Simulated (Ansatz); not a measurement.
# CH6BFGe, SMILES B[CH](F)[GeH3]: a ladder of methods at one geometry

Program: the Ansatz DFT code, driven from Python.

Input file `ch6bfge.xyz`:
```text
10

B    -0.54800    1.19690   -0.76700
C     0.59380    0.25310   -0.43260
F     0.97330   -0.40050   -1.58990
Ge    0.07860   -1.03640    0.88130
H    -1.00250    1.31200   -1.90260
H    -1.07570    1.92770    0.06700
H     1.47400    0.83910   -0.01400
H     1.21390   -1.98760    1.21650
H    -0.44590   -0.29420    2.21330
H    -1.17830   -1.86130    0.33110
```

Typed at the interpreter:
```pycon
>>> from pathlib import Path
>>> import ansatz as az
>>> import numpy as np
>>> geometry = az.Crystal.molecule_from_extxyz("ch6bfge.xyz")
>>> calc = geometry.calculation().basis(gaussian="def2-SVP")
>>> print("functional    E (Ha)        dipole (D)   HOMO (eV)  LUMO (eV)")
functional    E (Ha)        dipole (D)   HOMO (eV)  LUMO (eV)
>>> for name in ["r2scan", "cam_b3lyp", "revpbe", "pbe", "b3lyp"]:
...     rep = calc.functional(name).forces().orbitals().run(runs_dir="runs").report
...     lines = Path(rep["orbitals_path"]).read_text().splitlines()
...     field_of = lambda key: [line.split("=")[1].strip() for line in lines if line.startswith(key)]
...     orbitals = [(27.211386 * float(e), s, float(n)) for e, s, n in zip(field_of("Ene="), field_of("Spin="), field_of("Occup="))]
...     homo = max(e for e, _, n in orbitals if n > 0.5)
...     lumo = min(e for e, _, n in orbitals if n < 0.5)
...     dipole = 4.803205 * np.linalg.norm(rep["charge_distribution"]["dipole_moment_e_ang"])
...     print(f"{name:10s} {rep['free_energy_ev'] / 27.211386246:14.6f} {dipole:9.3f} {homo:11.3f} {lumo:10.3f}")
...
r2scan       -2242.868594     1.421      -7.405     -2.293
cam_b3lyp    -2243.014868     1.466      -9.938     -0.511
revpbe       -2242.746637     1.327      -6.978     -2.516
pbe          -2242.442677     1.342      -7.021     -2.630
b3lyp        -2243.017719     1.423      -8.310     -1.860
```

Caveats:
- Total energies depend on the basis set; only differences at equal settings carry meaning.
- The geometry is a force-field or estimated start, not a minimum of this method, and the basis set is short of its limit. A lower total doesn't mark the better method: functionals have no common bound, and MP2 and coupled cluster aren't variational.
- b3lyp holds the VWN-RPA fit, as in Gaussian; the form of ORCA and Turbomole is b3lyp5.
- Levels such as HOMO and LUMO are orbital energies: with these approximate functionals they aren't the ionisation energy and electron affinity, and their gap isn't the fundamental gap.
- Timing: 25 s on 1 thread of Arm Neoverse V1, with other jobs on the host, peak memory 0.33 GiB.
